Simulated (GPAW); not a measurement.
Set up this calculation in GPAW 26.7.0, as an ASE script.

| Quantity | Value |
| --- | --- |
| Task | relaxation of cell and atoms |
| Functional | BLYP |
| Potentials or basis | PAW data sets generated in the run's folder for this functional |
| Cutoff | 600 eV |
| Basis | pw |
| k mesh | 8 × 8 × 8 |
| Occupations | fermi-dirac, width 0.05 eV |
| Spin | no spin polarisation |
| Eigensolver | davidson |
| Maxiter | 150 |
| Optimizer | BFGS |
| Fmax | 0.02 eV/Å |
| Max steps | 60 |

The system is GeW.

```
Ge W
1.0
     0.00000    2.57761    2.57761
     2.57761    0.00000    2.57761
     2.57761    2.57761    0.00000
Ge W
1 1
Direct
  0.50000 0.50000 0.50000
  0.00000 0.00000 0.00000
```

The cell was built by a generator and needn't be a form met in nature.

These files were run (other wordings do the same):

run.py

```python
from ase import Atoms
from ase.filters import FrechetCellFilter
from ase.io import write
from ase.optimize import BFGS
from gpaw import GPAW, PW, setup_paths

setup_paths.insert(0, '.')

atoms = Atoms(['Ge', 'W'],
              cell=[[0.0, 2.57761, 2.57761],
                    [2.57761, 0.0, 2.57761],
                    [2.57761, 2.57761, 0.0]],
              scaled_positions=[[0.5, 0.5, 0.5],
                                [0.0, 0.0, 0.0]],
              pbc=True)

calc = GPAW(mode=PW(600),
            xc='BLYP',
            kpts={'size': (8, 8, 8), 'gamma': True},
            occupations={'name': 'fermi-dirac', 'width': 0.05},
            nbands=19,
            convergence={'density': 1e-05, 'energy': 1e-05},
            eigensolver='davidson',
            maxiter=150,
            txt='gpaw.txt')
atoms.calc = calc
opt = BFGS(FrechetCellFilter(atoms), trajectory='relax.traj', logfile='-')
done = opt.run(fmax=0.02, steps=60)
calc.write('gs.gpw')
write('result.traj', atoms)
print('Converged:', done)
print('Cell:', atoms.cell.cellpar().round(4))
print('Volume:', round(atoms.get_volume(), 4))
print(atoms.get_scaled_positions().round(5))
```

Potentials or basis: PAW data sets generated in the run's folder for this functional, pw.

Command:

```console
$ gpaw-setup -f BLYP Ge W
$ OMP_NUM_THREADS=1 python run.py
```

Results of the run:

The relaxed volume is 17.99 Å³/atom and the relaxed cell is a = 3.705 Å, b = 3.705 Å, c = 3.705 Å, α = 60.00°, β = 60.00°, γ = 60.00°. The space group after relaxing (to 0.05 Å) is Fm-3m (No. 225) and the energy gained by relaxing is 20.9 meV/atom. The ionic steps are 4 and the pressure after relaxing is 0.0 GPa. The band gap on the k mesh is none (metal or under the smearing width).

Caveat: later steps reuse the first step's grids.

Run time: 40 s on 1 thread of Arm Neoverse V2 (shared host), peak memory 0.19 GiB.
